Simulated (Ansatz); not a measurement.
# CH7BN2: small, medium and large basis sets

An exercise on one series of results from a longer session: the logs are not shown, and one member is left open.

Computed with Ansatz 0.2.0, Gaussian basis. Level: one geometry, several basis sets.

Levels to be run: PBE0-D4/def2-SVP; ωB97M-V/def2-SVP; PBE0-D4/def2-QZVPP; ωB97M-V/def2-QZVPP; the functionals' def2-TZVPP values are taken from earlier runs.

## The relaxed structure

All runs share one geometry, relaxed beforehand with PBE0-D4 in a triple-zeta def2 set.

SMILES `CNBN`, 11 atoms, charge 0, spin multiplicity 1.

Atoms are counted from 1 here; the program's logs count them from 0.

Bond lengths: C1–N2 1.440 Å, C1–H5 1.096 Å, C1–H6 1.096 Å, C1–H7 1.091 Å, N2–B3 1.407 Å, N2–H8 1.008 Å, B3–N4 1.411 Å, B3–H9 1.201 Å, N4–H10 1.005 Å, N4–H11 1.002 Å. Angles: N2–C1–H5 112.2°, N2–C1–H6 112.2°, N2–C1–H7 109.0°, H5–C1–H6 107.8°, H5–C1–H7 107.7°, H6–C1–H7 107.7°, C1–N2–B3 125.7°, C1–N2–H8 114.2°, B3–N2–H8 120.2°, N2–B3–N4 123.0°, N2–B3–H9 118.5°, N4–B3–H9 118.6°, B3–N4–H10 124.6°, B3–N4–H11 121.8°, H10–N4–H11 113.6°.

Set-up of the first run:

File in.yaml:

```yaml
crystal:
  periodic: [false, false, false]
  atoms:
    - {symbol: C, position_ang: [-0.975326, 1.395698, 0.291533]}
    - {symbol: N, position_ang: [-0.539200, 0.079663, -0.097713]}
    - {symbol: B, position_ang: [0.769178, -0.421893, 0.029627]}
    - {symbol: N, position_ang: [1.134567, -1.724747, -0.372091]}
    - {symbol: H, position_ang: [-1.363927, 1.971520, -0.556369]}
    - {symbol: H, position_ang: [-1.755548, 1.363355, 1.060761]}
    - {symbol: H, position_ang: [-0.127048, 1.943709, 0.703059]}
    - {symbol: H, position_ang: [-1.266702, -0.496427, -0.490094]}
    - {symbol: H, position_ang: [1.611956, 0.291425, 0.501346]}
    - {symbol: H, position_ang: [0.504799, -2.395281, -0.776255]}
    - {symbol: H, position_ang: [2.072552, -2.064019, -0.273103]}
basis:
  gaussian: {orbitals: def2-SVP}
hamiltonian: {xc: pbe0, dispersion: d4}
output: {orbitals: {seedname: orbitals}}
```

Launch:

```sh
ansatz run in.yaml --threads 2 --pin off --events-out ev --progress --plain --max-ram 4352MiB
```

Steps of the session up to this table: PBE0-D4 in def2-SVP; ωB97M-V in def2-SVP; PBE0-D4 in def2-QZVPP; ωB97M-V in def2-QZVPP.

One table of the session follows, with a row left open; its other results are not shown here.

It belongs to the step «Functionals by basis». 

| functional | basis | HOMO (eV) | LUMO (eV) |
| --- | --- | --- | --- |
| PBE0-D4 | def2-SVP | -6.23 | 2.07 |
| PBE0-D4 | def2-TZVPP | -6.45 | 1.13 |
| PBE0-D4 | def2-QZVPP | -6.49 | 0.73 |
| ωB97M-V | def2-SVP | -8.55 | 3.67 |
| ωB97M-V | def2-TZVPP | -8.77 | 2.39 |
| ωB97M-V | def2-QZVPP | ? | ? |

Q: Estimate the row for ωB97M-V, def2-QZVPP from the others.

As computed: HOMO (eV): -8.81; LUMO (eV): 1.71. In the column «HOMO (eV)» it is the lowest.
